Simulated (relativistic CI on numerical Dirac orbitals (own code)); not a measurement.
# Nb: one ion under different settings

How much do the settings matter for Nb? One ion, several inputs.

Program: relativistic CI on numerical Dirac orbitals (own code) version 3. Level of theory: Dirac-Coulomb-Breit CI, KLI orbitals optimised for each configuration, model QED (radiative potential, 1s self-energy scaled to tabulated hydrogen-like ionisation energies), numerical settings as typed. These are calculated values, not measurements, unless marked.

### 1 The atom as given

| Item | Value |
| --- | --- |
| ion | Nb (Nb I) |
| nuclear charge | 41 |
| electrons | 41 |
| isotope | A = 93 |

### 2 The usual input

Settings of the run:

```ini
atom Nb  Z=41  charge=0  electrons=41
nucleus A=93  rms_radius_fm=4.3240
hamiltonian dirac-coulomb  breit=on  qed=on  c_scale=1
orbitals kli  potential=per-configuration
slater_scale 1
correlation none
mixing on
grid step=0.0125 r_max=201.2
scf mixing=0.4 start=green max_iterations=150 tolerance=2e-08 node_fill=0.05
configurations
  [Kr] 4d4 5s
  [Kr] 4d3 5s2
  [Kr] 4d4 5p
  [Kr] 4d5
  [Kr] 4d2 5s2 5p
end
```

The run is started by

```console
$ python run_levels.py task.json out
```

task.json lists these runs, among others, and the program works through them in turn.

### 3 Nuclear radius 5.6212

Changes to the settings of step 2:

```diff
@@ -1,3 +1,3 @@
 atom Nb  Z=41  charge=0  electrons=41
-nucleus A=93  rms_radius_fm=4.3240
+nucleus A=93  rms_radius_fm=5.6212
 hamiltonian dirac-coulomb  breit=on  qed=on  c_scale=1
```

### 4 Potential mixing 0.7

Settings of the run:

```ini
atom Nb  Z=41  charge=0  electrons=41
nucleus A=93  rms_radius_fm=4.3240
hamiltonian dirac-coulomb  breit=on  qed=on  c_scale=1
orbitals kli  potential=per-configuration
slater_scale 1
correlation none
mixing on
grid step=0.0125 r_max=201.2
scf mixing=0.7 start=green max_iterations=150 tolerance=2e-08 node_fill=0.05
configurations
  [Kr] 4d4 5s
  [Kr] 4d3 5s2
  [Kr] 4d4 5p
  [Kr] 4d5
  [Kr] 4d2 5s2 5p
end
```

### 5 Tolerance 0.0001, node fill 0.01, nuclear radius 5.6212

Settings of the run:

```ini
atom Nb  Z=41  charge=0  electrons=41
nucleus A=93  rms_radius_fm=5.6212
hamiltonian dirac-coulomb  breit=on  qed=on  c_scale=1
orbitals kli  potential=per-configuration
slater_scale 1
correlation none
mixing on
grid step=0.0125 r_max=201.2
scf mixing=0.4 start=green max_iterations=150 tolerance=0.0001 node_fill=0.01
configurations
  [Kr] 4d4 5s
  [Kr] 4d3 5s2
  [Kr] 4d4 5p
  [Kr] 4d5
  [Kr] 4d2 5s2 5p
end
```

### 6 Slater scale 5

Settings of the run:

```ini
atom Nb  Z=41  charge=0  electrons=41
nucleus A=93  rms_radius_fm=4.3240
hamiltonian dirac-coulomb  breit=on  qed=on  c_scale=1
orbitals kli  potential=per-configuration
slater_scale 5
correlation none
mixing on
grid step=0.0125 r_max=201.2
scf mixing=0.4 start=green max_iterations=97 tolerance=2e-08 node_fill=0.05
configurations
  [Kr] 4d4 5s
  [Kr] 4d3 5s2
  [Kr] 4d4 5p
  [Kr] 4d5
  [Kr] 4d2 5s2 5p
end
```

(Steps that only read results are left out.)

**Question.** What will these runs give? Wanted: lowest level, usual settings; total energy; first excitation.

As calculated:

| setting | total energy less usual (Ha) | largest shift of a level among the lowest eight of both runs, same label and place (cm⁻¹) | SCF iterations | time | lowest level | kind of change |
| --- | --- | --- | --- | --- | --- | --- |
| usual | 0 | 0 | 66 | 0.39 s | 4d4 5s 6D1/2 | - |
| nuclear radius 5.6212 | 0.031 | 0.767 | 66 | 0.39 s | 4d4 5s 6D1/2 | unphysical constant |
| potential mixing 0.7 | 0 | 0 | 63 | 0.38 s | 4d4 5s 6D1/2 | numerical |
| tolerance 0.0001, node fill 0.01, nuclear radius 5.6212 | 0.0321 | 50.4 | 42 | 0.33 s | 4d4 5s 6D1/2 | unphysical constant |
| Slater scale 5 | -0.429 | 397 | 66 | 0.38 s | 4d4 5s 6D1/2 | unsound |

| quantity | value |
| --- | --- |
| lowest level, usual settings | 4d4 5s 6D1/2 |
| total energy | -3814.5136 Ha |
| first excitation | 130.6 cm⁻¹ |

In words: Among the runs whose levels can be followed, they move most under «Slater scale 5» (unsound), by up to 397 cm⁻¹. No visible change in the result comes from «potential mixing 0.7». Only the listed configurations are in the model. In a near-neutral ion this small CI can misplace whole configurations by 10,000 cm⁻¹ or more.
